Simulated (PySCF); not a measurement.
# I6Nb ([NbI6]3-): the cost of one run

Computed with PySCF 2.14.0 and routines of our own; the level stands in each step. Atoms count from 0.

## 1. The system as given

7 atoms, charge -3, states of the metal's open shell are computed; geometry from: model geometry, bond lengths from ionic radii.

## 2. Ligand-field states: state-averaged CASSCF in water

The job: settings as JSON, then the geometry in Å.

```
{"job": {"kind": "lf", "basis": {"metal": "x2c-TZVPall", "ligand": "x2c-SVPall"}, "nevpt": true, "solvent": "water"}, "charge": -3, "metal": "Nb", "open_shell": "d2"}
Nb     0.000000     0.000000     0.000000
I      1.965757    -1.134930     1.605034
I      0.000000     2.269860     1.605034
I     -1.965757    -1.134930     1.605034
I      1.965757     1.134930    -1.605034
I     -1.965757     1.134930    -1.605034
I     -0.000000    -2.269860    -1.605034
```

Method: state-averaged CASSCF of the metal d shell, SC-NEVPT2 on the averaged canonical orbitals, state-interaction spin-orbit coupling.

On the command line:

```bash
> OMP_NUM_THREADS=1 python lf_run.py task.json out
```

One launch serves the whole session: the jobs run in the order shown.

**Question.** How long does this first job take on 1 thread of Arm Neoverse N1, shared host, and how much memory does it need?

About 5 min, with a peak of 0.67 GiB.
